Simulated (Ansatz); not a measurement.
# CH₆ClFO₂Si₂: one species, many methods

One table from this session's results is given with a row withheld; the runs are named, their logs left out.

The runs use Ansatz 0.2.0, Gaussian basis; functionals in def2-TZVPP, the program's frozen cores in correlated methods.

Levels to be run: PBE-D4, r2SCAN-D4, PBE0-D4, B3LYP-D4, ωB97X-V, ωB97M-V, B2PLYP; CCSD(T)/def2-TZVPP; MP2/def2-QZVPP; extrapolation to the limit.

### The relaxed structure

All runs share one geometry, relaxed beforehand with PBE0-D4 in a triple-zeta def2 set.

13 atoms, charge 0, spin multiplicity 1.

Atoms are counted from 1 here; the program's logs count them from 0.

Bond lengths: O1–Si2 1.632 Å, O1–H8 0.958 Å, Si2–F3 1.612 Å, Si2–C4 1.846 Å, Si2–H9 1.479 Å, C4–Si5 1.860 Å, C4–H10 1.095 Å, C4–H11 1.097 Å, Si5–O6 1.630 Å, Si5–Cl7 2.065 Å, Si5–H12 1.475 Å, O6–H13 0.962 Å. Angles: Si2–O1–H8 118.8°, O1–Si2–F3 109.1°, O1–Si2–C4 108.2°, O1–Si2–H9 111.4°, F3–Si2–C4 107.6°, F3–Si2–H9 105.4°, C4–Si2–H9 114.9°, Si2–C4–Si5 114.8°, Si2–C4–H10 108.8°, Si2–C4–H11 108.1°, Si5–C4–H10 109.3°, Si5–C4–H11 108.1°, H10–C4–H11 107.5°, C4–Si5–O6 111.8°, C4–Si5–Cl7 106.7°, C4–Si5–H12 113.6°, O6–Si5–Cl7 111.1°, O6–Si5–H12 106.4° and more.

Set-up of the first run:

in.yaml

```yaml
crystal:
  periodic: [false, false, false]
  atoms:
    - {symbol: O, position_ang: [-1.300042, 1.262475, 2.007017]}
    - {symbol: Si, position_ang: [-0.052106, 0.885615, 1.025782]}
    - {symbol: F, position_ang: [0.830544, -0.274504, 1.714802]}
    - {symbol: C, position_ang: [-0.741290, 0.205183, -0.545590]}
    - {symbol: Si, position_ang: [0.397803, -0.943759, -1.462334]}
    - {symbol: O, position_ang: [0.811374, -2.234702, -0.556736]}
    - {symbol: Cl, position_ang: [2.062262, 0.161666, -1.983425]}
    - {symbol: H, position_ang: [-1.121963, 1.741633, 2.817558]}
    - {symbol: H, position_ang: [0.866907, 2.031814, 0.856776]}
    - {symbol: H, position_ang: [-1.018322, 1.038610, -1.200023]}
    - {symbol: H, position_ang: [-1.659369, -0.344305, -0.305190]}
    - {symbol: H, position_ang: [-0.182306, -1.478364, -2.708613]}
    - {symbol: H, position_ang: [1.106516, -2.051373, 0.339976]}
basis:
  gaussian: {orbitals: def2-TZVPP}
hamiltonian: {xc: pbe, dispersion: d4}
output: {forces: true, orbitals: {seedname: orbitals}}
```

Launch:

```console
ansatz run in.yaml --threads 2 --pin off --events-out ev --progress --plain --max-ram 32768MiB --backend cuda --devices 0, --max-vram 18GiB
```

Steps of the session up to this table: PBE-D4 (GGA); r2SCAN-D4 (meta-GGA); PBE0-D4 (hybrid); B3LYP-D4 (hybrid); ωB97X-V (range-separated); ωB97M-V (range-separated); B2PLYP (double hybrid); CCSD(T) in def2-TZVPP; MP2 in def2-QZVPP.

One of the session's tables, all rows but one given; the rest of the session is left out.

It belongs to the step «Atomisation energies». 

| method | atomisation energy (kJ/mol) |
| --- | --- |
| PBE-D4 | 5083.8 |
| r2SCAN-D4 | 5056.6 |
| PBE0-D4 | 5000.0 |
| B3LYP-D4 | 5006.2 |
| ωB97X-V | 5060.6 |
| ωB97M-V | 5064.4 |
| B2PLYP | 4973.0 |
| HF/def2-TZVPP | 3707.3 |
| MP2/def2-TZVPP | 5048.2 |
| CCSD/def2-TZVPP | 4841.6 |
| CCSD(T)/def2-TZVPP | ? |
| MP2/CBS | 5202.0 |
| CCSD(T)/CBS | 5069.2 |

Q: Estimate the row for CCSD(T)/def2-TZVPP from the others.

As computed: atomisation energy (kJ/mol): 4915.5. In the column «atomisation energy (kJ/mol)» it lies between CCSD/def2-TZVPP (4841.6) and B2PLYP (4973.0).

Limits of these values: Free atoms (2 O, 2 Si, 1 F, 1 C, 1 Cl, 6 H) were run apart at each level; the atomisation energy is their sum less the molecule, without zero-point or spin-orbit terms.
